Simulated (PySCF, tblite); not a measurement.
# C₇H₁₁NSi: geometry, infrared bands and NMR shifts

Aim: predict the infrared bands and NMR shifts of C₇H₁₁NSi (`[H]/N=C(\CC#C[SiH3])CC=C`).

Programs: tblite 0.8.0 and PySCF 2.14.0, with density-fitted response routines of our own. Each step states its level of theory. These are calculated values for one molecule in the gas phase, unless marked as measured. Atoms are numbered from 0 throughout.

## Step 1: The starting structure

20 atoms, charge 0, multiplicity 1; geometry from: force field or distance geometry start.

Bonds of the start (Å): C0–C1 1.33, C1–C2 1.51, C2–C3 1.50, C3–N4 1.31, C3–C5 1.52, C5–C6 1.47, C6–C7 1.20, C7–Si8 1.87, C0–H9 1.10, C0–H10 1.08, C1–H11 1.10, C2–H12 1.10, C2–H13 1.10, N4–H14 1.02, C5–H15 1.10, C5–H16 1.09, Si8–H17 1.49, Si8–H18 1.48, Si8–H19 1.49.

## Step 2: Geometry optimisation with GFN2-xTB

The job: settings as JSON, then the geometry in Å.

```
{"job": {"kind": "relax", "xc": "GFN2-xTB", "basis": "xTB"}, "charge": 0, "multiplicity": 1}
C     -3.380600     0.736900    -0.303900
C     -2.557500     1.040000     0.690500
C     -1.076600     1.298300     0.535000
C     -0.305500     0.234500     1.257100
N      0.114400     0.449700     2.481900
C     -0.043900    -1.085000     0.548500
C      1.176500    -0.992000    -0.273800
C      2.175300    -0.918400    -0.938500
Si     3.724700    -0.806300    -1.982000
H     -4.448400     0.565600    -0.106700
H     -3.052800     0.668900    -1.333600
H     -2.945800     1.101200     1.716900
H     -0.845900     2.283800     0.963700
H     -0.783900     1.306300    -0.524900
H      0.637300    -0.346700     2.832800
H      0.064700    -1.879200     1.308300
H     -0.901900    -1.332100    -0.068800
H      3.704600    -1.843300    -3.048500
H      4.925900    -1.005500    -1.136700
H      3.814100     0.533900    -2.620500
```

Run with:

```bash
$ OMP_NUM_THREADS=1 python probes_run.py task.json out
```

This one command runs all jobs of the session in turn.

**Question.** This job is followed by: GFN2-xTB harmonic vibrations, gas phase; GIAO PBE0/pcSseg-1 NMR shielding, non-relativistic, gas phase. What will the session give for the following? strongest single infrared mode (GFN2-xTB); zero-point energy (GFN2-xTB); ¹³C shifts against TMS (PBE0/pcSseg-1); ¹H shifts against TMS (PBE0/pcSseg-1, means over atoms taken as alike); ¹⁵N shifts against NH3 (PBE0/pcSseg-1); ²⁹Si shifts against TMS (PBE0/pcSseg-1).

As calculated:

```
                                                              quantity                                             value
                             strongest single infrared mode (GFN2-xTB)                              792 cm⁻¹, 555 km/mol
                                          zero-point energy (GFN2-xTB)                                     94.7 kcal/mol
                                ¹³C shifts against TMS (PBE0/pcSseg-1)  177.1, 145.1, 126.3, 113.5, 84.8, 48.8, 34.9 ppm
¹H shifts against TMS (PBE0/pcSseg-1, means over atoms taken as alike)     10.41, 6.14, 5.86, 5.51, 4.28, 3.56, 3.26 ppm
                                ¹⁵N shifts against NH3 (PBE0/pcSseg-1)                                         354.3 ppm
                               ²⁹Si shifts against TMS (PBE0/pcSseg-1)                                         -99.4 ppm
```

Over 159 steps the energy fell by 0.231 eV; of the close pairs, C3–N4 changed most, 1.313 to 1.254 Å. All 54 modes are real, so the xTB geometry is a minimum. GFN2-xTB is a fitted tight-binding method: band positions and strengths are rough. Its intensities can rank the bands wrongly. At PBE0/pcSseg-1: Shielding is most anisotropic at N4 (span 576 ppm, paramagnetic term -404 ppm).
